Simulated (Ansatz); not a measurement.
# CdH₂OS: one species, many methods

The task here is to estimate one member of a computed series from the others.

Computed with Ansatz 0.2.0, Gaussian basis. Level: functionals in def2-TZVPP, the program's frozen cores in correlated methods.

Plan: LDA (SPW92), PBE-D4, revPBE-D4, BLYP-D4, r2SCAN-D4, B97M-V, PBE0-D4, B3LYP-D4, r2SCANh-D4, r2SCAN0-D4, HSE06-D4, BHLYP-D4, CAM-B3LYP-D4, LC-ωPBE, ωB97X-V, ωB97M-V, B2PLYP, PBE-QIDH; CCSD(T)/def2-SVP; CCSD(T)/def2-TZVPP; MP2/def2-QZVPP; extrapolation to the limit; RPA on PBE.

## Structure used throughout

An earlier PBE0-D4 in a triple-zeta def2 set relaxation fixed the geometry. Cd takes the def2 core potential; no spin-orbit term is included.

5 atoms, charge 0, spin multiplicity 1.

Atoms are counted from 1 here; the program's logs count them from 0.

Bond lengths: O1–Cd2 1.968 Å, O1–H4 0.960 Å, Cd2–S3 2.318 Å, S3–H5 1.344 Å. Angles: Cd2–O1–H4 113.1°, O1–Cd2–S3 176.4°, Cd2–S3–H5 93.5°.

The first run:

in.yaml

```yaml
crystal:
  periodic: [false, false, false]
  atoms:
    - {symbol: O, position_ang: [-0.572860, -1.675390, 1.072479]}
    - {symbol: Cd, position_ang: [-0.225291, 0.044655, 0.181913]}
    - {symbol: S, position_ang: [0.190926, 2.131802, -0.737219]}
    - {symbol: H, position_ang: [-0.875575, -2.357511, 0.468933]}
    - {symbol: H, position_ang: [1.482800, 1.856443, -0.986106]}
basis:
  gaussian: {orbitals: def2-TZVPP}
hamiltonian: {xc: lda}
output: {orbitals: {seedname: orbitals}}
```

Command:

```sh
ansatz run in.yaml --threads 4 --pin off --events-out ev --progress --plain --max-ram 10444MiB
```

Steps of the session up to this table: LDA; PBE-D4 (GGA); revPBE-D4 (GGA); BLYP-D4 (GGA); r2SCAN-D4 (meta-GGA); B97M-V (meta-GGA); B3LYP-D4 (hybrid); r2SCANh-D4 (hybrid); r2SCAN0-D4 (hybrid); HSE06-D4 (hybrid); BHLYP-D4 (hybrid); CAM-B3LYP-D4 (range-separated); LC-ωPBE (range-separated); ωB97X-V (range-separated); ωB97M-V (range-separated); B2PLYP (double hybrid); PBE-QIDH (double hybrid).

One table of the session follows, with a row left open; its other results are not shown here.

It belongs to the step «Orbital energies across the functionals». 

```
  functional  HOMO (eV)  LUMO (eV)  gap (eV)
 LDA (SPW92)      -6.34      -2.51      3.83
      PBE-D4      -6.15      -2.25      3.90
   revPBE-D4      -6.08      -2.14      3.94
     BLYP-D4      -6.00      -2.23      3.77
   r2SCAN-D4          ?          ?         ?
      B97M-V      -6.44      -2.13      4.30
     PBE0-D4      -7.35      -1.40      5.96
    B3LYP-D4      -7.12      -1.72      5.40
  r2SCANh-D4      -6.86      -1.69      5.17
  r2SCAN0-D4      -7.53      -1.24      6.29
    HSE06-D4      -6.95      -1.76      5.19
    BHLYP-D4      -8.41      -0.67      7.74
CAM-B3LYP-D4      -8.68      -0.54      8.14
     LC-ωPBE     -10.06       0.71     10.77
     ωB97X-V      -9.69       0.53     10.23
     ωB97M-V      -9.54       0.29      9.83
```

Estimate the missing values for r2SCAN-D4.

Worked estimate for «HOMO (eV)». Against the share of exact exchange, r2SCANh-D4 (0.1, -6.86), r2SCAN0-D4 (0.25, -7.53) give a slope of -4.47 per unit share; at 0 the line stands at -6.41.

The run gave: HOMO (eV): -6.41; LUMO (eV): -1.99; gap (eV): 4.42. In «HOMO (eV)» the line misses by 0.00.
